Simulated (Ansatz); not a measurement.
# CH₅BClGaO: small, medium and large basis sets

Aim: see how fast density functionals converge with the basis set for CH₅BClGaO.

Method: one geometry, several basis sets; program: Ansatz 0.2.0, Gaussian basis.

The runs, in order: PBE0-D4/def2-SVP; ωB97M-V/def2-SVP; PBE0-D4/def2-QZVPP; ωB97M-V/def2-QZVPP; the functionals' def2-TZVPP values are taken from earlier runs.

## 1. Structure used throughout

An earlier PBE0-D4 in a triple-zeta def2 set relaxation fixed the geometry.

SMILES `B[CH](Cl)[GaH][OH]`, 10 atoms, charge 0, spin multiplicity 1.

Atoms are counted from 1 here; the program's logs count them from 0.

Bond lengths: B1–C2 1.569 Å, B1–H6 1.197 Å, B1–H7 1.194 Å, C2–Cl3 1.845 Å, C2–Ga4 1.967 Å, C2–H8 1.088 Å, Ga4–O5 1.787 Å, Ga4–H9 1.551 Å, O5–H10 0.959 Å. Angles: C2–B1–H6 119.2°, C2–B1–H7 119.7°, H6–B1–H7 120.8°, B1–C2–Cl3 75.5°, B1–C2–Ga4 118.5°, B1–C2–H8 117.0°, Cl3–C2–Ga4 111.6°, Cl3–C2–H8 105.8°, Ga4–C2–H8 118.5°, C2–Ga4–O5 116.9°, C2–Ga4–H9 126.6°, O5–Ga4–H9 116.3°, Ga4–O5–H10 115.2°.

As a file:

```mol
CH5BClGaO
  3D, bonds by distance, orders not assigned

 10  9  0  0  0  0  0  0  0  0999 V2000
    1.3031   -0.5442    0.9250 B   0  0
    0.1918   -0.6640   -0.1758 C   0  0
   -0.2191   -1.9898    1.0398 Cl  0  0
   -1.2095    0.7147   -0.2466 Ga  0  0
   -1.1511    1.8591   -1.6179 O   0  0
    1.1357    0.2028    1.8452 H   0  0
    2.3456   -1.1078    0.7775 H   0  0
    0.4616   -1.1783   -1.0954 H   0  0
   -2.3243    0.9564    0.8044 H   0  0
   -0.4506    1.7000   -2.2532 H   0  0
  1  2  8  0
  2  3  8  0
  2  4  8  0
  4  5  8  0
  1  6  8  0
  1  7  8  0
  2  8  8  0
  4  9  8  0
  5 10  8  0
M  END
```

## 2. PBE0-D4 in def2-SVP

Input file in.yaml:

```yaml
crystal:
  periodic: [false, false, false]
  atoms:
    - {symbol: B, position_ang: [1.303121, -0.544209, 0.924991]}
    - {symbol: C, position_ang: [0.191781, -0.663960, -0.175768]}
    - {symbol: Cl, position_ang: [-0.219058, -1.989818, 1.039816]}
    - {symbol: Ga, position_ang: [-1.209531, 0.714673, -0.246564]}
    - {symbol: O, position_ang: [-1.151140, 1.859106, -1.617857]}
    - {symbol: H, position_ang: [1.135692, 0.202770, 1.845215]}
    - {symbol: H, position_ang: [2.345557, -1.107755, 0.777462]}
    - {symbol: H, position_ang: [0.461554, -1.178300, -1.095383]}
    - {symbol: H, position_ang: [-2.324251, 0.956390, 0.804387]}
    - {symbol: H, position_ang: [-0.450624, 1.700004, -2.253198]}
basis:
  gaussian: {orbitals: def2-SVP}
hamiltonian: {xc: pbe0, dispersion: d4}
output: {orbitals: {seedname: orbitals}}
```

Further steps of the session: ωB97M-V in def2-SVP; PBE0-D4 in def2-QZVPP; ωB97M-V in def2-QZVPP.

**Question.** What will the summary of the whole plan be? Wanted: PBE0-D4: double and triple zeta above quadruple; ωB97M-V: double and triple zeta above quadruple.

As calculated:

| quantity | value |
| --- | --- |
| PBE0-D4: double and triple zeta above quadruple | 17.44, 1.79 eV |
| ωB97M-V: double and triple zeta above quadruple | 17.46, 1.72 eV |

What this shows: PBE0-D4 gains 15.65 eV from double to triple zeta, then 1.79 eV more. Total energies overstate the basis error of differences, where much of it tends to cancel.
